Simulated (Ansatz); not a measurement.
Geometry optimisation, Ansatz, DFT PBE, scalar-relativistic, plane waves, PAW.

input.yaml

```yaml
crystal:
  lattice:
    - [5.68928, 0.0, 0.0]
    - [0.0, 5.58776, 0.0]
    - [0.0, 0.0, 17.105884]
  atoms:
    - { symbol: W, position: [0.0, 0.0, 0.0584594] }
    - { symbol: C, position: [0.0, 0.25, 0.1544705] }
    - { symbol: W, position: [0.25, 0.0, 0.202476] }
    - { symbol: C, position: [0.25, 0.25, 0.298487] }
    - { symbol: W, position: [0.0, 0.5, 0.0584594] }
    - { symbol: C, position: [0.0, 0.75, 0.1544705] }
    - { symbol: W, position: [0.25, 0.5, 0.202476] }
    - { symbol: C, position: [0.25, 0.75, 0.298487] }
    - { symbol: W, position: [0.5, 0.0, 0.0584594] }
    - { symbol: C, position: [0.5, 0.25, 0.1544705] }
    - { symbol: W, position: [0.75, 0.0, 0.202476] }
    - { symbol: C, position: [0.75, 0.25, 0.298487] }
    - { symbol: W, position: [0.5, 0.5, 0.0584594] }
    - { symbol: C, position: [0.5, 0.75, 0.1544705] }
    - { symbol: W, position: [0.75, 0.5, 0.202476] }
    - { symbol: C, position: [0.75, 0.75, 0.298487] }
    - { symbol: "N", position: [0.9083005, 0.0734742, 0.3399932] }
    - { symbol: H, position: [0.8795123, -0.0666633, 0.3750688] }
    - { symbol: H, position: [0.9370886, 0.2136117, 0.3750688] }
basis:
  ecutwfc: 420.0
kpoints:
  mp_grid: { grid: [4, 4, 1] }
hamiltonian:
  xc: pbe
  pseudopotentials: { kind: paw, azcp: { folder: soft_1 } }
scf:
  occupations: { method: fermi_dirac, width: 0.05 }
  lower_state_search: "off"
relax:
  f_tol: 0.03
  max_steps: 60
  adjacent_minimum: "off"
  constraints: [{ sites: [0, 4, 8, 12] }]
```

Launched with:

```bash
$ ansatz run input.yaml --threads 4 --pin off --max-ram 10240MiB --backend cpu --events-out ev --progress --plain --runs-dir out
```

Q: Where does it end, and by what steps?

A: It converged. Limits of this set-up: coarse k mesh, thin slab, slab without dipole correction, odd electron count without spin, a typed lattice constant that wasn't relaxed here. After 21 steps the energy has fallen by 11.268 eV; H18 moved furthest, 1.55 Å. Parted: W11–N17 (2.55 → 3.17 Å). Joined: W3–C16 (3.57 → 2.45 Å), C4–W11 (3.57 → 2.53 Å), C4–C12 (2.84 → 1.39 Å), C4–W15 (3.57 → 2.51 Å), W7–C16 (3.57 → 2.44 Å), C8–C16 (2.84 → 1.34 Å).

| step | energy less start (eV) | largest force component (eV/Å) | accepted |
| --- | --- | --- | --- |
| 0 | 0.0000 | 5.933 | yes |
| 1 | -2.5001 | 4.835 | yes |
| 2 | -4.0237 | 1.733 | yes |
| 3 | -4.6219 | 1.542 | yes |
| 4 | -5.1629 | 1.721 | yes |
| 5 | -5.7953 | 2.109 | yes |
| 6 | -6.5906 | 2.761 | yes |
| 7 | -7.5504 | 2.581 | yes |
| 8 | -8.4194 | 2.031 | yes |
| 9 | -9.3362 | 3.072 | yes |
| 10 | -10.5976 | 2.525 | yes |
| 11 | -9.9235 | 13.655 | no |
| 12 | -10.9634 | 1.990 | yes |
| 13 | -11.1112 | 0.339 | yes |
| 14 | -11.1600 | 0.265 | yes |
| 15 | -11.2071 | 0.500 | yes |
| 16 | -11.2353 | 0.558 | yes |
| 17 | -11.2583 | 0.166 | yes |
| 18 | -11.2667 | 0.108 | yes |
| 19 | -11.2678 | 0.033 | yes |
| 20 | -11.2678 | 0.091 | yes |
| 21 | -11.2681 | 0.010 | yes |

```xyz
19
Lattice="5.6893 0.0000 0.0000 0.0000 5.5878 0.0000 0.0000 0.0000 17.1059" Properties=species:S:1:pos:R:3
W 0.000 0.000 1.000
C 0.020 1.395 2.630
W 1.441 0.000 3.513
C 2.536 1.410 4.743
W 0.000 2.794 1.000
C -0.073 4.195 2.642
W 1.440 2.798 3.513
C 1.746 4.190 5.159
W 2.845 0.000 1.000
C 2.846 1.391 2.512
W 4.200 0.011 3.455
C 3.837 1.513 5.220
W 2.845 2.794 1.000
C 2.768 4.192 2.515
W 4.235 2.798 3.515
C 3.022 4.188 4.748
N 4.405 1.161 6.407
H 3.900 0.528 7.024
H 5.419 1.121 6.451
```

Whether the end is a true minimum wasn't checked by a vibrational analysis.

Run time: 3.5 min on 4 threads of Arm Neoverse V1, on a shared host, peak memory 1.5 GiB.
